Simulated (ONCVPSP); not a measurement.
# Yb: generating and testing an ONCV potential

Do these settings give a usable potential? It is generated, then checked for transferability, scattering, ghosts and hardness.

Program: ONCVPSP 4.0.1. Reference atom: LDA (Perdew-Zunger), scalar-relativistic, spherical and spin-unpolarised. All values are calculated.

### Step 1. The design

The settings as typed:

- element: ytterbium (Yb, Z = 70)
- type: optimised norm-conserving Vanderbilt (ONCV)
- frozen core: [Kr] 4d10 4f13
- valence charge: 11
- reference configuration: 5s2 5p6 5d1 6s1.5 6p0.5
- partial waves: 5s+6s: rc 1.95 bohr, ncon 3, nbas 6, qcut 6.2 1/bohr, 2 projectors; 5p+6p: rc 2.85 bohr, ncon 4, nbas 7, qcut 4.8 1/bohr, 2 projectors; 5d: rc 3.15 bohr, ncon 4, nbas 9, qcut 4.2 1/bohr, 2 projectors, debl 1.2 Ha
- local potential: polynomial inside 1.35 bohr (lpopt 5, dvloc0 2 Ha)
- core correction: not asked for

### Step 2. The generation run

Input file Yb.dat:

```
# ATOM AND REFERENCE CONFIGURATION
# atsym  z   nc   nv     iexc    psfile
  Yb 70.00   10    5        3      upf
#
#   n    l    f
    1    0    2.00
    2    0    2.00
    2    1    6.00
    3    0    2.00
    3    1    6.00
    3    2   10.00
    4    0    2.00
    4    1    6.00
    4    2   10.00
    4    3   13.00
    5    0    2.00
    5    1    6.00
    5    2    1.00
    6    0    1.50
    6    1    0.50
#
# PSEUDOPOTENTIAL AND OPTIMIZATION
# lmax
    2
#
#   l,   rc,      ep,       ncon, nbas, qcut
    0    1.95    0.00    3    6    6.20
    1    2.85    0.00    4    7    4.80
    2    3.15    0.00    4    9    4.20
#
# LOCAL POTENTIAL
# lloc, lpopt,  rc(5),   dvloc0
    4    5    1.35    2.00
#
# VANDERBILT-KLEINMAN-BYLANDER PROJECTORs
# l, nproj, debl
    0    2    1.00
    1    2    0.40
    2    2    1.20
#
# MODEL CORE CHARGE
# icmod, fcfact, rcfact
    0    0.00    0.00
#
# LOG DERIVATIVE ANALYSIS
# epsh1, epsh2, depsh
   -4.00    5.00    0.02
#
# OUTPUT GRID
# rlmax, drl
    6.00    0.01
#
# TEST CONFIGURATIONS
# ncnf
    4
# nvcnf
#   n    l    f
    5
    5    0    2.00
    5    1    6.00
    5    2    1.00
    6    0    2.00
    6    1    0.00
#
    5
    5    0    2.00
    5    1    6.00
    5    2    1.00
    6    0    1.00
    6    1    0.00
#
    5
    5    0    2.00
    5    1    6.00
    5    2    1.00
    6    0    0.00
    6    1    0.00
#
    5
    5    0    2.00
    5    1    6.00
    5    2    0.00
    6    0    2.00
    6    1    1.00
#
```

Run with:

```sh
oncvpsp.x < Yb.dat > Yb.out
```

What does the calculation give? Wanted: cutoffs for 1 and 0.1 mHa per electron, occupied waves; bound ghosts; GHOST(+) flags; largest test error; largest phase difference near zero energy, channels read.

**Answer**, as computed:

```
                                                quantity                              value
  cutoffs for 1 and 0.1 mHa per electron, occupied waves                    13 Ha and 16 Ha
                                            bound ghosts                    p at -645.41 eV
                                          GHOST(+) flags                 none at low energy
                            largest test error (AE − PS)  +5.5 meV, for 5s2 5p6 5d1 6s0 6p0
largest phase difference near zero energy, channels read                          0.002 rad
```

**Reading.** A bound ghost (p) makes it unfit for use: electrons can fall into a state that the atom doesn't have. By total energies transferability is good: the largest error is 5.5 meV on 19.2 eV, for 5s2 5p6 5d1 6s0 6p0. Atomic tests can pass in spite of a ghost, since they solve only for the levels asked. The potential is soft on the atom at that tolerance: the looser tolerance needs 13 Ha. Near zero energy the phases of the channels with partial waves agree within 0.002 rad. Note that the frozen 4f shell (-11 eV) lies higher than the valence 5s shell (-60 eV).
